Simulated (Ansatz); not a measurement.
# TiTe2 (1T): the cost of one run

Method: DFT r2SCAN, scalar-relativistic, plane waves, PAW, in Ansatz 0.2.0.

### 1 Starting point

Symmetry: P-3m1, No. 164, trigonal system. The conventional cell has a = 3.777 Å, b = 3.777 Å, c = 6.498 Å, α = 90.00°, β = 90.00°, γ = 120.00°. Ti (site symmetry -3m) has 6 Te at 2.77 Å as nearest neighbours. Te (site symmetry 3m) has 3 Ti at 2.77 Å as nearest neighbours.

Coordinates:

```
CELL_PARAMETERS angstrom
3.77700 0.00000 0.00000
-1.88850 3.27098 0.00000
0.00000 0.00000 6.49800
ATOMIC_POSITIONS crystal
Ti 0.00000 0.00000 0.00000
Te 0.33333 0.66667 0.26280
Te 0.66667 0.33333 0.73720
```

### 2 Cell and atoms relaxed at 0 GPa

Contents of input.yaml:

```yaml
crystal:
  lattice:
    - [3.777, 0.0, 0.0]
    - [-1.8885, 3.2709779501, 0.0]
    - [0.0, 0.0, 6.498]
  atoms:
    - { symbol: Ti, position: [0.0, 0.0, 0.0] }
    - { symbol: Te, position: [0.3333333333, 0.6666666667, 0.2628] }
    - { symbol: Te, position: [0.6666666667, 0.3333333333, 0.7372] }
scf:
  occupations: { method: gaussian, width: 0.03 }
output:
  forces: true
  stress: true
  eigenvalues: true
  write_density: true
  write_potential: true
  elf: true
  volumetric_format: npy
hamiltonian:
  xc: r2scan
basis:
  ecutwfc: 450
kpoints:
  mp_grid: { grid: [12, 12, 8] }
relax:
  f_tol: 0.002
  max_steps: 60
  cell: { stress_tol: 0.01, p_target: 0 }
```

Run with:

```
> ansatz run input.yaml --threads 2 --pin off --max-ram 6144MiB --backend cpu --events-out ev --progress --plain --runs-dir out
```

**Question.** How long does this run take on 2 threads of Intel Xeon 6975P-C (Granite Rapids), shared host, and how much memory does it need?

About 1.7 min, with a peak of 0.77 GiB.
